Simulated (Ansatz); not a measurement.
# GaH₃O + CH₄: a complex and its separated parts

The complex below is one end of an elementary step. How strongly is it bound against its free parts?

Method: PBE0-D4/def2-TZVP structures, single points in def2-TZVPP, no counterpoise correction; program: Ansatz 0.2.0, Gaussian basis.

Levels: SPW92, PBE-D4, BLYP-D4, r2SCAN-D4, B97M-V, PBE0-D4, B3LYP-D4, r2SCAN0-D4, BHLYP-D4, CAM-B3LYP-D4, wB97X-V, wB97M-V, B2PLYP, PBE-QIDH, RPA on PBE, Hartree-Fock, MP2, CCSD, CCSD(T).

Cores are frozen in the correlated methods. Filled d shells of the heavier atoms are correlated. B3LYP uses VWN-RPA correlation. B2PLYP carries no dispersion term here.

21 further runs of the same task are left out: 21 set aside as unsound or not needed.

### Step 1. The starting structure

The complex: 10 atoms, charge 0, spin multiplicity 1.

Atoms are counted from 1 here; the program's logs count them from 0.

Bond lengths: Ga1–H3 1.555 Å, Ga1–H4 1.566 Å, Ga1–O6 1.792 Å, C2–H5 1.092 Å, C2–H7 1.089 Å, C2–H8 1.090 Å, C2–H9 1.093 Å, O6–H10 0.959 Å. Angles: H3–Ga1–H4 128.5°, H3–Ga1–O6 114.0°, H4–Ga1–O6 117.4°, H5–C2–H7 109.7°, H5–C2–H8 108.8°, H5–C2–H9 110.8°, H7–C2–H8 109.6°, H7–C2–H9 109.8°, H8–C2–H9 108.1°, Ga1–O6–H10 113.8°.

Geometry (Å):

```
Ga   -0.3879   -1.4792    0.4285
C     0.8911    1.2676   -0.5036
H     0.3032   -2.1126   -0.8128
H     0.1524   -1.3653    1.8934
H    -0.1876    1.1484   -0.6209
O    -2.0500   -0.8884    0.1142
H     1.4071    0.7786   -1.3290
H     1.1292    2.3311   -0.5028
H     1.2268    0.8429    0.4458
H    -2.4843   -0.5231    0.8873
```

Its parts: GaH₃O holds atoms 1, 3, 4, 6, 10; CH₄ holds atoms 2, 5, 7, 8, 9. Each part counts its atoms afresh in its own runs.

### Step 2. Relaxing GaH₃O alone

File relax-a/in.yaml:

```yaml
crystal:
  periodic: [false, false, false]
  atoms:
    - {symbol: Ga, position_ang: [-0.387905, -1.479206, 0.428457]}
    - {symbol: H, position_ang: [0.303154, -2.112581, -0.812836]}
    - {symbol: H, position_ang: [0.152386, -1.365336, 1.893374]}
    - {symbol: O, position_ang: [-2.049998, -0.888396, 0.114182]}
    - {symbol: H, position_ang: [-2.484348, -0.523106, 0.887265]}
basis:
  gaussian: {orbitals: def2-TZVP}
hamiltonian: {xc: pbe0, dispersion: d4}
relax: {f_tol: 0.005, max_steps: 200}
```

No record of the launch command was kept for these runs.

The runs that follow: Relaxing CH₄ alone; wB97M-V/def2-TZVPP; CCSD(T)/def2-TZVPP; Vibrations of GaH₃O; Vibrations of CH₄.

Q: Predict the outcome of this session. Wanted: complex less parts, CCSD(T)/def2-TZVPP; with zero-point energy; largest T1 diagnostic.

**Answer**, as computed:

| quantity | value |
| --- | --- |
| complex less parts, CCSD(T)/def2-TZVPP | -0.090 eV |
| with zero-point energy | -0.053 eV |
| largest T1 diagnostic | 0.015 |

In words: At CCSD(T) the complex lies 0.090 eV below its parts. The functionals run from wB97M-V, off by 0.000 eV, to SPW92, off by -0.081 eV, against CCSD(T). Mean unsigned error by rung: LDA 0.081, GGA 0.011, meta-GGA 0.006, hybrid 0.007, range-separated hybrid 0.003, double hybrid 0.038 eV. PBE-D4 gives a relative energy 0.012 eV too low, an error of 13 % of the reference. No counterpoise was applied, and triple zeta lacks some correlation, so the CCSD(T) reference has a basis error of its own, and close matches with it are partly luck.
